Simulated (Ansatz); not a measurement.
AlH₆NSSi, SMILES [NH2][AlH][SiH2]S, a geometry optimisation

Computed with Ansatz 0.2.0, Python API.

Contents of `alh6nssi.xyz`:
```text
10

N    -0.98530    1.98140    0.49630
Al    0.57130    1.00790    0.31460
Si    0.43460   -1.34190    0.20360
S    -0.65830   -1.91680   -1.46710
H    -1.50850    1.68460    1.33380
H    -1.64310    1.77500   -0.32190
H     2.01250    1.75560    0.23010
H     1.86190   -1.87510    0.06230
H    -0.13590   -1.83940    1.49660
H     0.13390   -1.28250   -2.34530
```

Run as a notebook:

**Cell 1**
```python
import itertools

import ansatz as az
from ase.data import atomic_numbers, covalent_radii
import numpy as np

alh6nssi = az.Crystal.molecule_from_extxyz("alh6nssi.xyz")
```

**Cell 2**
```python
model = alh6nssi.calculation().basis(gaussian="def2-SVP").functional("b3lyp", dispersion="d4")
symbols = [site.symbol for site in alh6nssi.cartesian_sites]
start = np.array([site.position_ang for site in alh6nssi.cartesian_sites], dtype=float)
def progress(event):
    if event["event"] == "relax_step":
        row = event["data"]
        print(f"step {row['step']:3d}  E = {row['lagrangian_ev']:.6f} eV  largest force component {row['allowed_force_max_ev_ang']:.4f} eV/A")
```

**Cell 3**
```python
summary = model.relax(force_tolerance=0.01).session().plan().execute(on_event=progress).report
end = np.array(summary["positions_ang"])
```
Output:
```text
step   1  E = -26891.150231 eV  largest force component 2.0395 eV/A
step   2  E = -26891.462781 eV  largest force component 0.6116 eV/A
step   3  E = -26891.492035 eV  largest force component 0.4531 eV/A
step   4  E = -26891.536281 eV  largest force component 0.3900 eV/A
step   5  E = -26891.545427 eV  largest force component 1.8825 eV/A
step   6  E = -26891.672347 eV  largest force component 1.4412 eV/A
step   7  E = -26891.799491 eV  largest force component 0.8569 eV/A
step   8  E = -26891.886108 eV  largest force component 0.7209 eV/A
step   9  E = -26891.968972 eV  largest force component 0.4720 eV/A
step  10  E = -26892.016006 eV  largest force component 0.2759 eV/A
step  11  E = -26892.015637 eV  largest force component 0.2096 eV/A
step  12  E = -26892.027238 eV  largest force component 0.1552 eV/A
step  13  E = -26892.034204 eV  largest force component 0.2279 eV/A
step  14  E = -26892.037629 eV  largest force component 0.1412 eV/A
step  15  E = -26892.039798 eV  largest force component 0.0643 eV/A
step  16  E = -26892.040723 eV  largest force component 0.0461 eV/A
step  17  E = -26892.042034 eV  largest force component 0.1004 eV/A
step  18  E = -26892.044714 eV  largest force component 0.3246 eV/A
step  19  E = -26892.047420 eV  largest force component 0.2508 eV/A
step  20  E = -26892.052651 eV  largest force component 0.0913 eV/A
step  21  E = -26892.054895 eV  largest force component 0.1920 eV/A
step  22  E = -26892.056084 eV  largest force component 0.1212 eV/A
step  23  E = -26892.058928 eV  largest force component 0.1135 eV/A
step  24  E = -26892.053271 eV  largest force component 0.1356 eV/A
step  25  E = -26892.060420 eV  largest force component 0.0287 eV/A
step  26  E = -26892.060937 eV  largest force component 0.0297 eV/A
step  27  E = -26892.061243 eV  largest force component 0.0222 eV/A
step  28  E = -26892.061643 eV  largest force component 0.0279 eV/A
step  29  E = -26892.061818 eV  largest force component 0.0286 eV/A
step  30  E = -26892.061916 eV  largest force component 0.0329 eV/A
step  31  E = -26892.062030 eV  largest force component 0.0276 eV/A
step  32  E = -26892.062058 eV  largest force component 0.0421 eV/A
step  33  E = -26892.062132 eV  largest force component 0.0210 eV/A
step  34  E = -26892.062154 eV  largest force component 0.0114 eV/A
step  35  E = -26892.062165 eV  largest force component 0.0050 eV/A
```

**Cell 4**
```python
print(f"E = {summary['free_energy_ev']:.6f} eV = {summary['free_energy_ev'] / 27.211386246:.7f} Ha")
print("converged:", summary["converged"], " doubts:", summary["published_state_doubts"] or "none")
```
Output:
```text
E = -26892.062448 eV = -988.2650669 Ha
converged: True  doubts: none
```

**Cell 5**
```python
# pairs closer than 1.2 times the sum of covalent radii, before or after
radius = [covalent_radii[atomic_numbers[s]] for s in symbols]
span = lambda where, i, j: np.linalg.norm(where[i] - where[j])
bonded = [(i, j) for i, j in itertools.combinations(range(len(symbols)), 2) if min(span(start, i, j), span(end, i, j)) < 1.2 * (radius[i] + radius[j])]
print("pair        before    after (A)")
for i, j in bonded:
    print(f"{symbols[i]}{i}-{symbols[j]}{j}".ljust(10), f"{span(start, i, j):8.4f} {span(end, i, j):8.4f}")
```
Output:
```text
pair        before    after (A)
N0-Al1       1.8449   1.7754
N0-H4        1.0311   1.0163
N0-H5        1.0699   1.0169
Al1-Si2      2.3564   2.4448
Al1-H6       1.6258   1.5861
Si2-S3       2.0775   2.1921
Si2-H7       1.5302   1.4980
Si2-H8       1.4983   1.4948
S3-H9        1.3421   1.3545
```

Reading the output:
- Total energies depend on the basis set; only differences at equal settings carry meaning.
- The end point is the stationary point reached from this start; no frequency run checks that it is a minimum, and the basis set is modest.
- b3lyp holds the VWN-RPA fit, as in Gaussian; the form of ORCA and Turbomole is b3lyp5.
- Run time: 3 min on 1 thread of Arm Neoverse V1, with other jobs on the host, peak memory 0.28 GiB.
